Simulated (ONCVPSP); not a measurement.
**La: generating and testing an ONCV potential**

Aim: build the potential from the settings below, then test how well it stands in for the atom: other configurations, scattering, ghost states and the plane-wave cutoff that it needs.

Program: ONCVPSP 4.0.1. Reference atom: PBE, scalar-relativistic, spherical and spin-unpolarised. All values are calculated.

## (1) The atom and the settings

The settings as typed:

| Property | Result |
| --- | --- |
| element | lanthanum (La, Z = 57) |
| type | optimised norm-conserving Vanderbilt (ONCV) |
| frozen core | [Kr] 4d10 |
| valence charge | 11 |
| reference configuration | 5s2 5p6 5d1 6s2 |
| partial waves | 5s+6s: rc 2.15 bohr, ncon 4, nbas 7, qcut 4.6 1/bohr, 2 projectors; 5p: rc 1.80 bohr, ncon 5, nbas 9, qcut 4.2 1/bohr, 1 projector; 5d: rc 3.15 bohr, ncon 4, nbas 8, qcut 5.3 1/bohr, 1 projector; f scattering state at 0.43 Ha: rc 2.40 bohr, ncon 4, nbas 8, qcut 4.8 1/bohr, 2 projectors, debl 0.5 Ha |
| local potential | polynomial inside 1.35 bohr (lpopt 5, dvloc0 1 Ha) |
| core correction | polynomial model core, fcfact 0.6 |

The nodes and maxima of the atom's own shells, from an earlier all-electron run, set the scale for the radii.

All-electron outer shells of the reference configuration (PBE, scalar-relativistic, ld1.x):

```json
{"shell": "5s", "level (eV)": "-38.92", "outermost node (bohr)": "0.77", "outermost maximum (bohr)": "1.41"}
{"shell": "5p", "level (eV)": "-22.40", "outermost node (bohr)": "0.83", "outermost maximum (bohr)": "1.58"}
{"shell": "4f", "level (eV)": "-4.35", "outermost node (bohr)": "–", "outermost maximum (bohr)": "0.75"}
{"shell": "6s", "level (eV)": "-3.68", "outermost node (bohr)": "1.86", "outermost maximum (bohr)": "3.84"}
{"shell": "5d", "level (eV)": "-3.09", "outermost node (bohr)": "0.95", "outermost maximum (bohr)": "2.21"}
{"shell": "6p", "level (eV)": "-1.35", "outermost node (bohr)": "2.21", "outermost maximum (bohr)": "4.93"}
```

## (2) The generation run

La.dat

```
# ATOM AND REFERENCE CONFIGURATION
# atsym  z   nc   nv     iexc    psfile
  La 57.00    9    4        4      upf
#
#   n    l    f
    1    0    2.00
    2    0    2.00
    2    1    6.00
    3    0    2.00
    3    1    6.00
    3    2   10.00
    4    0    2.00
    4    1    6.00
    4    2   10.00
    5    0    2.00
    5    1    6.00
    5    2    1.00
    6    0    2.00
#
# PSEUDOPOTENTIAL AND OPTIMIZATION
# lmax
    3
#
#   l,   rc,      ep,       ncon, nbas, qcut
    0    2.15    0.00    4    7    4.60
    1    1.80    0.00    5    9    4.20
    2    3.15    0.00    4    8    5.30
    3    2.40    0.43    4    8    4.80
#
# LOCAL POTENTIAL
# lloc, lpopt,  rc(5),   dvloc0
    4    5    1.35    1.00
#
# VANDERBILT-KLEINMAN-BYLANDER PROJECTORs
# l, nproj, debl
    0    2    1.90
    1    1    3.90
    2    1    1.30
    3    2    0.50
#
# MODEL CORE CHARGE
# icmod, fcfact, rcfact
    1    0.60    0.00
#
# LOG DERIVATIVE ANALYSIS
# epsh1, epsh2, depsh
   -3.00    5.00    0.02
#
# OUTPUT GRID
# rlmax, drl
    6.00    0.01
#
# TEST CONFIGURATIONS
# ncnf
    4
# nvcnf
#   n    l    f
    4
    5    0    2.00
    5    1    6.00
    5    2    1.00
    6    0    1.00
#
    4
    5    0    2.00
    5    1    6.00
    5    2    1.00
    6    0    0.00
#
    4
    5    0    2.00
    5    1    6.00
    5    2    0.00
    6    0    0.00
#
    4
    5    0    2.00
    5    1    6.00
    5    2    1.50
    6    0    1.50
#
```

Launch:

```
$ oncvpsp.x < La.dat > La.out
```

What does the calculation give? Wanted: cutoffs for 1 and 0.1 mHa per electron, occupied waves; bound ghosts; GHOST(+) flags; largest test error; largest phase difference near zero energy, channels read; rms error of d²Exc/dn², without and with the model core; projector energies reset by the program.

The runs gave:

| quantity | value |
| --- | --- |
| cutoffs for 1 and 0.1 mHa per electron, occupied waves | 42 Ha and 75 Ha |
| bound ghosts | none found |
| GHOST(+) flags | s at -2 eV |
| largest test error (AE − PS) | -2.2 meV, for 5s2 5p6 5d1.5 6s1.5 (2 tests unsolved) |
| largest phase difference near zero energy, channels read | 0.033 rad |
| rms error of d²Exc/dn², without and with the model core | 2.31 and 0.69 mHa |
| projector energies reset by the program | f: -0.160, 0.340 Ha |

The worst unpolarised test, 5s2 5p6 5d1.5 6s1.5, is off by 2.2 meV on 0.3 eV; by total energies transferability rates as very good where solved. Of the tests 2 gave no usable energy difference, which is a warning in itself. By its cutoff, 42 Ha for the looser tolerance, it is hard. At the looser tolerance the 5p wave is the slowest; 5s needs 9 Ha. No bound ghost shows below the valence levels. Near zero energy the largest phase difference among the channels read is 0.03 rad, in the p channel. The program also flags highly localised states, GHOST(+) (s).
